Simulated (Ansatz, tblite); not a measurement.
# The cluster Sn₅Cl₄+: one state, many levels

How do method and basis change the picture of the cluster Sn₅Cl₄+ (doublet)?

Computed with Ansatz 0.2.0, Gaussian basis. Level: as each input shows.

Levels to be run: GFN1-xTB, GFN2-xTB, PBE-D4/def2-SVP, r2SCAN-D4/def2-SVP, PBE-QIDH/def2-SVP, MP2/def2-SVP.

5 further runs of the same task are left out: 4 that didn't finish, 1 set aside as unsound or not needed.

### 1 The geometry

The doublet was relaxed beforehand with PBE-D4/def2-SVP. At that level it is the lowest of the isomers that a small search found.

9 atoms, charge 1, spin multiplicity 2.

Bond lengths: Sn1–Sn4 2.911 Å, Sn1–Cl9 2.564 Å, Sn2–Sn4 3.085 Å, Sn2–Cl6 2.639 Å, Sn2–Cl9 2.818 Å, Sn3–Sn4 3.035 Å, Sn3–Cl7 2.643 Å, Sn3–Cl8 2.559 Å, Sn4–Sn5 3.086 Å, Sn5–Cl6 2.589 Å, Sn5–Cl7 2.626 Å. Angles: Sn4–Sn1–Cl9 87.4°, Sn4–Sn2–Cl6 102.2°, Sn4–Sn2–Cl9 79.7°, Cl6–Sn2–Cl9 94.0°, Sn4–Sn3–Cl7 87.2°, Sn4–Sn3–Cl8 72.9°, Cl7–Sn3–Cl8 92.4°, Sn1–Sn4–Sn2 81.3°, Sn1–Sn4–Sn3 167.3°, Sn1–Sn4–Sn5 106.7°, Sn2–Sn4–Sn3 97.1°, Sn2–Sn4–Sn5 69.0°, Sn3–Sn4–Sn5 84.1°, Sn4–Sn5–Cl6 103.3°, Sn4–Sn5–Cl7 86.4°, Cl6–Sn5–Cl7 92.7°, Sn2–Cl6–Sn5 83.9°, Sn3–Cl7–Sn5 102.2° and more.

Sn takes a core potential in the def2 sets. No spin-orbit coupling is included. The ion is computed in the gas phase, without counter-ions or solvent.

PBE0-D4/def2-SVP was run before; its log isn't repeated, and its numbers join the tables.

### 2 GFN1-xTB

Tight binding, by tblite at 300 K electronic temperature and without a spin-polarisation term:

```python
tblite.interface.Calculator('GFN1-xTB', numbers, positions, charge=1, uhf=1).singlepoint()
```

Energy -799.5265 eV; 0.091 s.

### 3 GFN2-xTB

Tight binding, by tblite at 300 K electronic temperature and without a spin-polarisation term:

```python
tblite.interface.Calculator('GFN2-xTB', numbers, positions, charge=1, uhf=1).singlepoint()
```

Energy -782.2404 eV; 0.26 s.

### 4 PBE-D4/def2-SVP

start.molden holds the orbitals of an earlier run on this state, given as this run's starting guess.

in.yaml reads:

```yaml
crystal:
  periodic: [false, false, false]
  atoms:
    - {symbol: Sn, position_ang: [-0.312686, 3.644011, -0.631907]}
    - {symbol: Sn, position_ang: [-1.803961, 0.203708, 0.468395]}
    - {symbol: Sn, position_ang: [1.183450, -1.800518, -2.376928]}
    - {symbol: Sn, position_ang: [0.644076, 0.964511, -1.248006]}
    - {symbol: Sn, position_ang: [1.519996, -0.303889, 1.425971]}
    - {symbol: Cl, position_ang: [-0.701896, -1.176779, 2.428996]}
    - {symbol: Cl, position_ang: [1.915437, -2.512390, 0.060737]}
    - {symbol: Cl, position_ang: [-1.290094, -1.720534, -1.726549]}
    - {symbol: Cl, position_ang: [-1.154323, 2.701889, 1.599290]}
basis:
  gaussian: {orbitals: def2-SVP, initial_orbitals: start.molden}
total_charge: 1
magnetization: {spin_polarized: true, initial_magnetization: 1}
hamiltonian: {xc: pbe, dispersion: d4}
scf: {omitted_lower_state_checks: [starts]}
output: {forces: true, orbitals: {seedname: orbitals}}
```

Run with:

```
ansatz run in.yaml --threads 6 --pin off --events-out ev --progress --plain --max-ram 7833MiB
```

The runs that follow: r2SCAN-D4/def2-SVP; PBE-QIDH/def2-SVP; MP2/def2-SVP.

Before running them: what should the planned runs give, taken together? Wanted: gap in def2-SVP, named functionals, smallest and largest; correlation energy, MP2/def2-SVP; ⟨S²⟩ in def2-SVP, named functionals, smallest and largest.

The runs gave:

```
                                                 quantity                                value
 gap in def2-SVP, named functionals, smallest and largest  0.50 eV (PBE-D4), 1.81 eV (PBE0-D4)
                         correlation energy, MP2/def2-SVP                            -26.70 eV
⟨S²⟩ in def2-SVP, named functionals, smallest and largest                         0.753, 0.759
```

Over the named functionals in def2-SVP the gap runs from 0.50 eV (PBE-D4) to 1.81 eV (PBE0-D4); exact exchange widens it. Over the named functionals in def2-SVP spin contamination reaches 0.01 (r2SCAN-D4), which is small.
